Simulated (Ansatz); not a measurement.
I need the interaction energy of a dimer with the counterpoise correction of CH4OSi, SMILES C[Si]O. Use Ansatz 0.2.0 through its Python package. Level of theory (for the species named): B3LYP, cc-pVDZ basis, multiplicity 1.

```xyz
7

C    -0.6779    0.4529   -0.2995
Si    1.0462    0.0809   -0.5784
O     1.5327   -1.2015    0.3228
H    -1.2992   -0.3359   -0.5722
H    -1.0290    1.3420   -0.9454
H    -0.9206    0.7742    0.7324
H     1.4092   -1.1806    1.2947
```

`ch4osi.py`:
```python
'''Interaction energy of two CH4OSi molecules, with the counterpoise correction.'''

import ansatz

FIRST = [
    ('C', (-0.6867, 0.4626, -0.293)),
    ('Si', (1.0374, 0.0906, -0.5719)),
    ('O', (1.5239, -1.1918, 0.3293)),
    ('H', (-1.308, -0.3262, -0.5657)),
    ('H', (-1.0378, 1.3517, -0.9389)),
    ('H', (-0.9294, 0.7839, 0.7389)),
    ('H', (1.4004, -1.1709, 1.3012)),
]
SECOND = [
    ('C', (-3.5507, -0.7993, -2.1558)),
    ('Si', (-4.9063, 0.3601, -2.2371)),
    ('O', (-4.594, 1.5686, -3.3027)),
    ('H', (-3.3775, -1.2661, -3.0694)),
    ('H', (-3.7741, -1.6609, -1.4218)),
    ('H', (-2.602, -0.3754, -1.7722)),
    ('H', (-3.7799, 2.1037, -3.1976)),
]

def energy(atoms, ghosts=()):
    molecule = ansatz.Crystal.molecule()
    for symbol, xyz in atoms:
        molecule = molecule.atom(symbol, xyz)
    calc = (
        molecule.calculation()
        .basis(gaussian='cc-pVDZ')
        .functional('B3LYP')
    )
    deck = calc.input()
    if ghosts:
        deck = deck.set(ansatz.key.basis.gaussian.ghost_atoms, [{'symbol': s, 'position_ang': list(xyz)} for s, xyz in ghosts])
    return ansatz.Session.from_dict(deck).plan().execute().report['free_energy_ev']

# ghost atoms carry the functions of the partner
both = energy(FIRST + SECOND)
alone = energy(FIRST) + energy(SECOND)
ghosted = energy(FIRST, SECOND) + energy(SECOND, FIRST)
print(f'dimer {both:.6f} eV')
print(f'interaction, uncorrected   {(both - alone):8.3f} eV')
print(f'interaction, counterpoise  {(both - ghosted):8.3f} eV')
print(f'basis-set superposition    {(alone - ghosted):8.3f} eV')
```

```console
$ python ch4osi.py
dimer -22053.253870 eV
interaction, uncorrected      0.101 eV
interaction, counterpoise     0.118 eV
basis-set superposition       0.017 eV
```

Uncorrected it is 0.101 eV, with the counterpoise correction 0.118 eV; the difference, 0.02 eV, is the superposition error. In this basis both values are repulsive.

Total energies depend on the basis set; only differences at equal settings carry meaning. The dimer is a generated trial pose of unrelaxed monomers, not a minimum, so the figure is no binding energy, and the basis set is small. b3lyp holds the VWN-RPA fit, as in Gaussian; the form of ORCA and Turbomole is b3lyp5. This level lacks the dispersion part of the attraction (electrostatics and induction are there), which can decide the sign where the interaction is weak. Run time: 8.7 s on 1 thread of Intel(R) Xeon(R) 6975P-C (Granite Rapids) (shared host), peak memory 0.35 GiB.

(Lines on the test bed's own set-up are left out of the output.)
